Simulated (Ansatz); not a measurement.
# InH₂+ (singlet): wave-function methods side by side at scale of all distances = 1.511, def2-TZVPP

Aim: climb from Hartree-Fock through coupled cluster and multireference methods for InH₂+ (singlet) at one geometry and basis, and see what each rung misses.

The runs use Ansatz 0.2.0, Gaussian basis; def2-TZVPP, core rule «outside noble gas», up to 9 orbitals frozen.

Plan: UHF; CCSD(T) on RHF; CCSD(T) on UHF; BCCD(T) on RHF; CCSDT(Q) on RHF; CCSDT(Q) on UHF; CASSCF and NEVPT2, 2 electrons in 2 orbitals; CASSCF and MRCISD+Q, 4 electrons in 6 orbitals; CASSCF and NEVPT2, 4 electrons in 6 orbitals; Full CI.

19 further runs of the same task are left out: 12 that didn't finish, 7 set aside as unsound or not needed.

### 1 The geometry

The geometry derives from a PBE0/def2-TZVP stationary point (not a proven minimum). All distances are scaled together. No spin-orbit coupling is included. Elements past krypton take def2 core potentials.

3 atoms, charge 1, spin multiplicity 1.

Atoms are counted from 1 here; the program's logs count them from 0.

No contacts short enough for the rule that draws bonds.

### 2 UHF

File in.yaml:

```yaml
crystal:
  periodic: [false, false, false]
  atoms:
    - {symbol: In, position_ang: [0.000000, 0.000000, 0.000000]}
    - {symbol: H, position_ang: [0.000000, 0.000000, -2.516419]}
    - {symbol: H, position_ang: [0.000000, 0.000000, 2.516419]}
basis:
  gaussian: {orbitals: def2-TZVPP}
total_charge: 1
magnetization: {spin_polarized: true, initial_magnetization: 0}
hamiltonian: {xc: hf}
output: {orbitals: {seedname: orbitals}}
```

Command:

```
$ ansatz run in.yaml --threads 1 --pin off --events-out ev --progress --plain --max-ram 2393MiB
```

After this run come: CCSD(T) on RHF; CCSD(T) on UHF; BCCD(T) on RHF; CCSDT(Q) on RHF; CCSDT(Q) on UHF; CASSCF and NEVPT2, 2 electrons in 2 orbitals; CASSCF and MRCISD+Q, 4 electrons in 6 orbitals; CASSCF and NEVPT2, 4 electrons in 6 orbitals; Full CI.

**Question.** What will the summary of the whole plan be? Wanted: FCI below the RHF energy; RMP2 from FCI; UMP2 from FCI; RCCSD from FCI; RCCSD(T) from FCI; UCCSD(T) from FCI; RCCSDT(Q) from FCI; UCCSDT(Q) from FCI; NEVPT2 pair from FCI.

The runs gave:

| quantity | value |
| --- | --- |
| FCI below the RHF energy | -3.4985 eV |
| RMP2 from FCI | +33.78 kcal/mol |
| UMP2 from FCI | +14.36 kcal/mol |
| RCCSD from FCI | +3.07 kcal/mol |
| RCCSD(T) from FCI | -0.61 kcal/mol |
| UCCSD(T) from FCI | +3.22 kcal/mol |
| RCCSDT(Q) from FCI | +0.03 kcal/mol |
| UCCSDT(Q) from FCI | +0.09 kcal/mol |
| NEVPT2 pair from FCI | +9.37 kcal/mol |
| NEVPT2 valence from FCI | +2.34 kcal/mol |
| MRCISD+Q valence from FCI | +0.16 kcal/mol |
| levels within 1 kcal/mol (43 meV) | RCCSD(T), BCCD(T), RCCSDT, UCCSDT, RCCSDT(Q), UCCSDT(Q), MRCISD valence, MRCISD+Q valence |
| T1 diagnostic | 0.084 |
| effectively unpaired electrons | 1.19 |

What this shows: RCCSD(T) lands -0.61 kcal/mol from the yardstick (0.8 % of the correlation energy). CCSD(T) misses by -0.61 kcal/mol on the restricted determinant and by +3.22 kcal/mol on the unrestricted one; the two need not hold the same state or core. RCCSD(T), BCCD(T), RCCSDT fall below full CI, which methods that aren't variational can do. The occupations show strong static correlation (1.2 unpaired electrons where one determinant has 0). Coupled cluster on one determinant still stays close here. Of the multireference levels listed MRCISD+Q valence comes nearest in total energy (+0.16 kcal/mol), which doesn't show that its space is the better one. These misses are within one basis, not against nature.
